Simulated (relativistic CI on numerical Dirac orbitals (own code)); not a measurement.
**Tb LVI (Tb⁵⁵⁺): levels and lines**

What are the lowest levels and the strongest lines of Tb⁵⁵⁺? One CI run answers it; runs with one setting changed show what the result hangs on.

The numbers are computed with relativistic CI on numerical Dirac orbitals (own code) version 2 (Dirac-Coulomb-Breit CI, KLI orbitals optimised for each configuration, model QED (radiative potential, 1s self-energy scaled to tabulated hydrogen-like ionisation energies)), except any that are marked as measured or tabulated.

## (1) The atom as given

| Quantity | Value |
| --- | --- |
| ion | Tb⁵⁵⁺ (Tb LVI) |
| nuclear charge | 65 |
| electrons | 10 |
| isotope | A = 159 |
| first configuration typed | [He] 2s2 2p6 |

The outer shells:

first configuration typed
```
[He] core
2s [↑↓]
2p [↑↓][↑↓][↑↓]
```

## (2) Base run

Settings of the run:

```ini
atom Tb  Z=65  charge=55  electrons=10
nucleus A=159  rms_radius_fm=5.0600
hamiltonian dirac-coulomb  breit=on  qed=on  c_scale=1
orbitals kli  potential=per-configuration
slater_scale 1
correlation none
mixing on
configurations
  [He] 2s2 2p6
  [He] 2s2 2p5 3s
  [He] 2s2 2p5 3p
  [He] 2s2 2p5 3d
  [He] 2s 2p6 3s
  [He] 2s 2p6 3p
  [He] 2s 2p6 3d
  [He] 2s2 2p5 4s
  [He] 2s2 2p5 4p
  [He] 2s2 2p5 4d
  [He] 2s2 2p5 4f
  [He] 2s2 2p4 3s2
  [He] 2s 2p6 4s
  [He] 2s 2p6 4p
  [He] 2s2 2p4 3s 3p
  [He] 2s 2p6 4d
end
```

## (3) Slater integrals scaled by 0.9

The settings differ from step 2 so:

```diff
@@ -4,3 +4,3 @@
 orbitals kli  potential=per-configuration
-slater_scale 1
+slater_scale 0.9
 correlation none
```

## (4) Without QED terms

The settings differ from step 3 so:

```diff
@@ -2,5 +2,5 @@
 nucleus A=159  rms_radius_fm=5.0600
-hamiltonian dirac-coulomb  breit=on  qed=on  c_scale=1
+hamiltonian dirac-coulomb  breit=on  qed=off  c_scale=1
 orbitals kli  potential=per-configuration
-slater_scale 0.9
+slater_scale 1
 correlation none
```

## (5) Non-relativistic limit (c × 1000)

The settings differ from step 4 so:

```diff
@@ -2,3 +2,3 @@
 nucleus A=159  rms_radius_fm=5.0600
-hamiltonian dirac-coulomb  breit=on  qed=off  c_scale=1
+hamiltonian dirac-coulomb  breit=off  qed=off  c_scale=1000
 orbitals kli  potential=per-configuration
```

(Steps that only read results are left out.)

**Question.** What will these runs give? Wanted: lowest level; first excitation; lowest level of the other parity; fastest E1 line; ionisation energy.

**Answer**, as computed:

| run | time | mean size of shift, levels followed (cm⁻¹) | lowest level | ionisation energy (eV) |
| --- | --- | --- | --- | --- |
| main run | 0.38 s | 0 | 2p6 1S0 | 11672 |
| Slater integrals scaled by 0.9 | 0.38 s | 7374 | 2p6 1S0 | 11672 |
| without QED terms | 0.2 s | 10579 | 2p6 1S0 | 11673 |
| non-relativistic limit (c × 1000) | 0.16 s | 886973 | 2p6 1S0 | - |

The tabulated theoretical ionisation energy (NIST) is 11673 eV.

| quantity | value |
| --- | --- |
| lowest level | 2p6 1S0 |
| first excitation | 2p5 3s 3P°2, 6307.27 eV |
| lowest level of the other parity | 2p5 3s 3P°2, 6307.27 eV |
| levels in the model | 132 |
| fastest E1 line (by rate) to the lowest level among the lowest 85 of 132 levels | 0.1806 nm, from 2p5 3d [2p3/2^3 3d5/2] J=1° |
| ionisation energy | 11672 eV |
| ionisation energy, tabulated theoretical (NIST) | 11673 eV |

What this shows: 2p6 1S0 comes out lowest; its LS label holds 100 % and its jj label 100 %; over the low levels the means are 72 and 100 %, so jj coupling describes them better. The ionisation energy agrees with the tabulated theoretical value within its uncertainty of 5 eV. Of the changes tried, the run «non-relativistic limit (c × 1000)» moves the low levels most, by 886973 cm⁻¹ on average. Lifetimes count radiative decay inside the model alone.
